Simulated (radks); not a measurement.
# Ca³⁺ in [Ne] 3s2 3p5: an all-electron calculation

The task here is to estimate one member of a computed series from the others.

Method: Dirac Kohn-Sham, B86b exchange with PBE correlation, spin-unpolarised, spherical densities, point nucleus; open shells are shared between the two j in proportion to 2j + 1. Code: radks (a radial shooting solver on a logarithmic mesh, Libxc functionals) version 1.

## The system

* element: calcium (Z = 20)
* charge: +3
* electrons: 17
* configuration: [Ne] 3s2 3p5

Outer shells as boxes (Hund's rule):

Ca³⁺
```
[Ne] core
3s [↑↓]
3p [↑↓][↑↓][↑ ]
```

Set-up of the first run:

Settings of this run:

```text
Z 20
configuration [Ne] 3s2 3p5
relativity Dirac
functional b86_mgc,pbe
spin unpolarised
j_filling average
nucleus point
c 137.035999084
```

On the command line:

```
$ python run_ks.py task.json out
```

All runs below come from this command, one after another.

One of the session's tables, all rows but one given; the rest of the session is left out.

It belongs to the step «Orbitals and density». Radial moments (bohr):

```
level      <r>  outermost maximum (interpolated)  90 % within  nodes
1s1/2  0.07683                            0.0503        0.137      0
2s1/2   0.3638                             0.300        0.567      1
2p1/2   0.3256                             0.245        0.537      0
2p3/2   0.3282                             0.247        0.541      0
3s1/2        ?                                 ?            ?      ?
3p1/2    1.201                              1.02         1.83      1
3p3/2    1.208                              1.03         1.84      1
```

Estimate the missing values for 3s1/2.

As computed: <r>: 1.123; outermost maximum (interpolated): 0.981; 90 % within: 1.67; nodes: 2. In the column «<r>» it lies between 2s1/2 (0.3638) and 3p1/2 (1.201).

Limits of these values: Spin polarisation and multiplet splitting are left out.
